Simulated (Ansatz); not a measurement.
## ClFH2Si, SMILES F[SiH2]Cl: an atomisation energy, step by step

Program: the Python package of Ansatz (0.2.0).

Notebook, run cell by cell (the value of a cell's last expression is shown):

**Cell 1**
```python
from collections import Counter

import ansatz as az
from ase import Atoms
```

**Cell 2**
```python
def energy_of(molecule, charge=0, unpaired=0):
    calc = molecule.calculation().basis(gaussian="pcseg-2").functional("HF")
    if charge:
        calc = calc.charge(charge)
    if unpaired:
        calc = calc.spin("collinear", total=unpaired)
    report = calc.run().report
    if report["published_state_doubts"]:
        print("  doubts:", report["published_state_doubts"])
    return report["free_energy_ev"]
```

**Cell 3**
```python
atoms = Atoms(["F", "Si", "Cl", "H", "H"], positions=[
    (-0.4693, 0.1186, 1.5419),
    (0.0652, -0.0766, 0.0574),
    (-1.0796, 0.9779, -1.312),
    (0.0631, -1.5037, -0.2965),
    (1.4705, 0.4101, -0.0321),
])
system = az.Crystal.molecule_from_ase(atoms)
```

**Cell 4**
```python
# unpaired electrons of the ground-state atoms
unpaired = {"F": 1, "Si": 2, "Cl": 1, "H": 1}
counts = Counter(site.symbol for site in system.cartesian_sites)
atom_energy = {s: energy_of(az.Crystal.molecule().atom(s, (0, 0, 0)), 0, unpaired[s]) for s in counts}
whole = energy_of(system, 0, 0)
for s, e in atom_energy.items():
    print(f"{s:2s} x{counts[s]}  {e:14.5f} eV")
print(f"ClFH2Si: {whole:.5f} eV")
split = sum(counts[s] * e for s, e in atom_energy.items()) - whole
print(f"atomisation energy (no zero-point term): {23.060548 * split:.1f} kcal/mol, {split / sum(counts.values()):.3f} eV an atom")
```
Output:
```text
F  x1     -2704.98674 eV
Si x1     -7859.95751 eV
Cl x1    -12503.03809 eV
H  x2       -13.60238 eV
ClFH2Si: -23108.38804 eV
atomisation energy (no zero-point term): 304.4 kcal/mol, 2.640 eV an atom
```

304.4 kcal/mol from the electronic energies, without the zero-point term.

Reading the output:
- Total energies depend on the basis set; only differences at equal settings carry meaning.
- The geometry is a force-field or estimated start, not a minimum of this method, and the basis set is short of its limit. All parts are taken at fixed geometry, without zero-point energy.
- Hartree-Fock leaves correlation out, so bond, atomisation and ionisation energies come out well too low.
- Wall time of the script: 2 s on 1 thread of Arm Neoverse V1 (shared host), peak memory 0.28 GiB.

(Lines on the test bed's own set-up are left out of the output.)
